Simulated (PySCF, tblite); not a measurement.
# C8H12N2: infrared bands and NMR shifts

What infrared bands and NMR shifts should C8H12N2 (`Cc1cn(C2CC2)nc1C`) show?

Programs: tblite 0.8.0 and PySCF 2.14.0, with density-fitted response routines of our own. Each step states its level of theory. These are calculated values for one molecule in the gas phase, unless marked as measured. Atoms are numbered from 0 throughout.

### Step 1. The starting structure

22 atoms, charge 0, multiplicity 1; geometry from: GFN2-xTB.

Bonds of the start (Å): C0–C1 1.49, C1–C2 1.38, C2–N3 1.35, N3–C4 1.42, C4–C5 1.50, C5–C6 1.50, N3–N7 1.33, N7–C8 1.32, C8–C9 1.49, C8–C1 1.41, C6–C4 1.50, C0–H10 1.09, C0–H11 1.09, C0–H12 1.09, C2–H13 1.07, C4–H14 1.08, C5–H15 1.08, C5–H16 1.08, C6–H17 1.08, C6–H18 1.08, C9–H19 1.09, C9–H20 1.09, C9–H21 1.09.

### Step 2. Infrared spectrum with GFN2-xTB

Job settings and geometry (Å):

```
{"job": {"kind": "ir", "xc": "GFN2-xTB", "basis": "xTB"}, "charge": 0, "multiplicity": 1}
C     -2.960064    -0.929182    -0.115906
C     -1.531264    -0.511764    -0.088256
C     -0.403899    -1.300971    -0.156620
N      0.665251    -0.477720    -0.096646
C      2.035517    -0.847427    -0.108509
C      2.975637    -0.172722     0.849131
C      3.044912     0.137714    -0.615002
N      0.293755     0.796930     0.008250
C     -1.029017     0.803612     0.014043
C     -1.810916     2.063624     0.122043
H     -3.468690    -0.494699    -0.976627
H     -3.038461    -2.011816    -0.175240
H     -3.474471    -0.587824     0.782243
H     -0.294431    -2.363733    -0.244267
H      2.166642    -1.900846    -0.321233
H      2.550557     0.580220     1.493735
H      3.759668    -0.762007     1.298871
H      2.660482     1.093301    -0.933731
H      3.878771    -0.232519    -1.190777
H     -2.542535     2.125248    -0.682398
H     -1.140329     2.915824     0.065815
H     -2.347525     2.096141     1.070233
```

**Question.** This job is followed by: GIAO PBE0/pcSseg-1 NMR shielding, non-relativistic, gas phase. What will the session give for the following? strongest single infrared mode (GFN2-xTB); zero-point energy (GFN2-xTB); 13C shifts against TMS (PBE0/pcSseg-1, means over atoms taken as alike); 1H shifts against TMS (PBE0/pcSseg-1, means over atoms taken as alike); 15N shifts against NH3 (PBE0/pcSseg-1).

**Answer**, as computed:

```
                                                               quantity                                           value
                              strongest single infrared mode (GFN2-xTB)                            3014 cm⁻¹, 52 km/mol
                                           zero-point energy (GFN2-xTB)                                  116.0 kcal/mol
13C shifts against TMS (PBE0/pcSseg-1, means over atoms taken as alike)  150.2, 132.9, 119.3, 34.0, 14.7, 11.3, 9.1 ppm
 1H shifts against TMS (PBE0/pcSseg-1, means over atoms taken as alike)          7.18, 3.12, 2.29, 2.12, 1.43, 0.73 ppm
                                 15N shifts against NH3 (PBE0/pcSseg-1)                                325.0, 228.6 ppm
```

In words: All 60 modes are real, so the xTB geometry is a minimum. The strongest single mode, at 3014 cm⁻¹, moves mainly H19. GFN2-xTB is a fitted tight-binding method: band positions and strengths are rough. Its intensities can rank the bands wrongly. At PBE0/pcSseg-1: The largest span, 421 ppm, is at N7, where the paramagnetic term is -387 ppm. NICS(1)zz of -27 ppm above the planar ring from C1 marks a diatropic (aromatic) ring current.
